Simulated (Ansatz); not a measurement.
## MnO under changes of volume

One of the cells (10.971 Å³/atom); the others are scaled copies at fixed shape and fractional positions:

```xyz
2
Lattice="0.0000 2.2220 2.2220 2.2220 0.0000 2.2220 2.2220 2.2220 0.0000" Properties=species:S:1:pos:R:3 pbc="T T T"
Mn    0.0000    0.0000    0.0000
O     2.2220    2.2220    2.2220
```

* Program: Ansatz 0.2.0
* Functional: PBE
* Potentials or basis: all-electron LAPW, scalar-relativistic
* Cutoff: 351 eV (chosen from the basis error)
* Basis error allowed: 0.0005 eV/atom
* k mesh: 10 × 10 × 10
* Occupations: fermi-dirac, width 0.05 eV
* Spin: collinear spin, ferromagnetic start
* Starting moments: [5.0, 0.0] μB

| volume (Å³/atom) | energy over the lowest point (meV/atom) | pressure (GPa) | moment (μB per cell) |
| --- | --- | --- | --- |
| 10.312 | 15.48 | 6.8 | 4.57 |
| 10.532 | 7.84 | 4.4 | 4.64 |
| 10.751 | 2.84 | 2.7 | 4.73 |
| 10.971 | 0.00 | 0.4 | 4.79 |
| 11.190 | 1.09 | -2.2 | 4.81 |
| 11.409 | ? | ? | ? |
| 11.629 | 12.59 | -6.0 | 4.89 |

Problem. What does the run at 11.409 Å³/atom give?

Solution. Energy over the lowest point 5.67 meV/atom; pressure -4.3 GPa; moment 4.84 μB per cell.

Worked out: A Birch-Murnaghan fit of order 3 (a polynomial in V^(-2/3)) to the other rows has its minimum at 11.03 Å³/atom with B0 = V·E''(V) = 118 GPa (rough, since the energies scatter). It gives 5.00 meV/atom at 11.409 Å³/atom, against the run's 5.67, and -dE/dV = -4.2 GPa, against -4.3. A parabola through the other rows of the moment, of slope 0.138 μB per Å³/atom there, gives 4.86 μB, against the run's 4.84.

Energies are extrapolated to zero smearing.

Caveats: a cell with one magnetic atom can't hold antiferromagnetic order, which such compounds often take.
